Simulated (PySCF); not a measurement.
# GeH₄: singlet, from a square planar start

The task is one start of a wider search on GeH₄: the singlet, from a square planar start. It is relaxed, tested by its Hessian and followed downhill if it is a saddle.

Program: PySCF 2.14.0. Level of theory: B3LYP, basis Ge def2-TZVP, H def2-TZVP, no relativity, density fitting. These are calculated values, not measurements.

**1. Where the work starts**

5 atoms, charge 0, spin multiplicity 1.

Bond lengths: Ge1–H2 1.530 Å, Ge1–H3 1.530 Å, Ge1–H4 1.530 Å, Ge1–H5 1.530 Å. Angles: H2–Ge1–H3 90.0°, H2–Ge1–H4 180.0°, H2–Ge1–H5 90.0°, H3–Ge1–H4 90.0°, H3–Ge1–H5 180.0°, H4–Ge1–H5 90.0°.

Coordinates in bohr (charge 0 multiplicity 1):
```
Ge    0.0000    0.0000    0.0000
H     2.8913    0.0000    0.0000
H     0.0000    2.8913    0.0000
H    -2.8913    0.0000    0.0000
H     0.0000   -2.8913    0.0000
```

**2. First SCF at the start**

One driver script runs all steps and calls PySCF; scf.py shows how it sets up the SCF of each step. The optimiser is the driver's own. After this first run the driver tries any further starts and a stability analysis.

Contents of scf.py:

```python
from pyscf import gto, scf, dft
mol = gto.M(atom='''
Ge     0.000000     0.000000     0.000000
H      1.530000     0.000000     0.000000
H      0.000000     1.530000     0.000000
H     -1.530000     0.000000     0.000000
H     -0.000000    -1.530000     0.000000''',
    basis={'Ge': 'def2-TZVP', 'H': 'def2-TZVP'},
    charge=0, spin=0)
mf = dft.RKS(mol, xc='B3LYP')
mf.grids.atom_grid = (50, 194)
aux = {'Ge': 'def2-universal-JKFIT', 'H': 'def2-universal-JKFIT'}
mf = mf.density_fit(auxbasis=aux)
mf.conv_tol = 1e-08
mf.diis_space = 10
mf.max_cycle = 60
mf.init_guess = 'minao'
mf.verbose = 4
mf.kernel()
```

On the command line:

```sh
> OMP_NUM_THREADS=2 python axn.py task.json out
```

Further steps of the session: Square planar start, singlet: relaxation; Frequencies; Leaving the saddle point; Frequencies.

Q: Predict the outcome of this session. Wanted: minimum; geometry; wavenumbers; dipole moment; highest occupied, lowest empty level; polar-tensor charge of Ge1; zero-point energy; atomisation energy.

The runs gave:

| quantity | value |
| --- | --- |
| minimum | singlet, Td |
| geometry | Ge–H 1.536 Å (×4); H–Ge–H 109.5° (×6) |
| wavenumbers (cm⁻¹) | 825 (t2), 924 (e), 2149 (a1), 2154 (t2) |
| dipole moment | 0.00 D |
| highest occupied, lowest empty level | -9.45, 0.69 eV |
| polar-tensor charge of Ge1 | +0.93 e |
| zero-point energy | 77.3 kJ/mol |
| entropy at 298.15 K | 217.5 J/(mol K) |
| atomisation energy (no zero-point energy) | 1229 kJ/mol |

**Reading.** From D4h at the start the molecule goes to a Td minimum. The strongest infrared band lies at 2154 cm⁻¹ (t2, stretch). The dipole vanishes although Ge1 carries +0.9 e by the polar tensor: the bond dipoles cancel. Only this shape and spin were tried, so other structures or states may lie lower.
